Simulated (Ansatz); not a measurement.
# F2H5NOSZr: the cost of one run

Method: RKS PBE-D4/def2-SVP, in Ansatz 0.2.0.

### 1 The system as given

Bond lengths: Zr1–O2 2.420 Å, O2–H3 1.010 Å, Zr1–F4 1.980 Å, Zr1–N5 2.208 Å, N5–H6 1.060 Å, N5–H7 1.060 Å, Zr1–F8 1.979 Å, Zr1–S9 2.850 Å, S9–H10 1.400 Å. Angles (14 of 15 angles, heavy atoms first): O2–Zr1–F4 109.4°, O2–Zr1–N5 109.5°, O2–Zr1–F8 109.5°, O2–Zr1–S9 71.6°, F4–Zr1–N5 109.5°, F4–Zr1–F8 109.5°, F4–Zr1–S9 67.2°, N5–Zr1–F8 109.5°, N5–Zr1–S9 176.6°, F8–Zr1–S9 72.8°, Zr1–O2–H3 109.5°, Zr1–N5–H6 120.0°, Zr1–N5–H7 120.0°, Zr1–S9–H10 109.5°.

Coordinates:

```xyz
11

Zr    0.0000    0.0000    0.0000
O     0.0000    0.0000    2.4200
H    -0.9095   -0.2814    2.7571
F     1.8671    0.0000   -0.6593
N    -1.0409    1.8034   -0.7359
H    -2.0610    1.7482   -1.0186
H    -0.5204    2.7241   -0.8065
F    -0.9326   -1.6157   -0.6593
S     1.4875   -2.2588    0.8987
H     0.7024   -3.4121    0.7815
H     0.7562   -1.1483    2.1622
```

### 2 Pulling towards end A

Springs on the bonds that form and break draw the guess towards this end; the thresholds are loose.

File input.yaml:

```yaml
crystal:
  periodic: [false, false, false]
  atoms:
    - { symbol: Zr, position_ang: [0.0, 0.0, 0.0] }
    - { symbol: O, position_ang: [0.0, 0.0, 2.42] }
    - { symbol: H, position_ang: [-0.9095, -0.2814, 2.7571] }
    - { symbol: F, position_ang: [1.8671, 0.0, -0.6593] }
    - { symbol: "N", position_ang: [-1.0409, 1.8034, -0.7359] }
    - { symbol: H, position_ang: [-2.061, 1.7482, -1.0186] }
    - { symbol: H, position_ang: [-0.5204, 2.7241, -0.8065] }
    - { symbol: F, position_ang: [-0.9326, -1.6157, -0.6593] }
    - { symbol: S, position_ang: [1.4875, -2.2588, 0.8987] }
    - { symbol: H, position_ang: [0.7024, -3.4121, 0.7815] }
    - { symbol: H, position_ang: [0.7562, -1.1483, 2.1622] }
basis:
  gaussian: { orbitals: def2-SVP }
hamiltonian:
  xc: pbe
  dispersion: d4
relax:
  f_tol: 0.15
  max_steps: 25
  restrain:
    - { distance: [0, 8], at: 3.75, k: 30.0 }
    - { distance: [10, 1], at: 2.21, k: 30.0 }
    - { distance: [0, 1], at: 2.07, k: 30.0 }
    - { distance: [10, 8], at: 1.4, k: 30.0 }
```

On the command line:

```bash
$ ansatz run input.yaml --threads 4 --pin off --max-ram 5120MiB --backend cpu --events-out ev --progress --plain --runs-dir out
```

Q: Estimate wall time and peak memory on 4 threads of Arm Neoverse V1, shared host.

About 20 s, with a peak of 0.2 GiB.
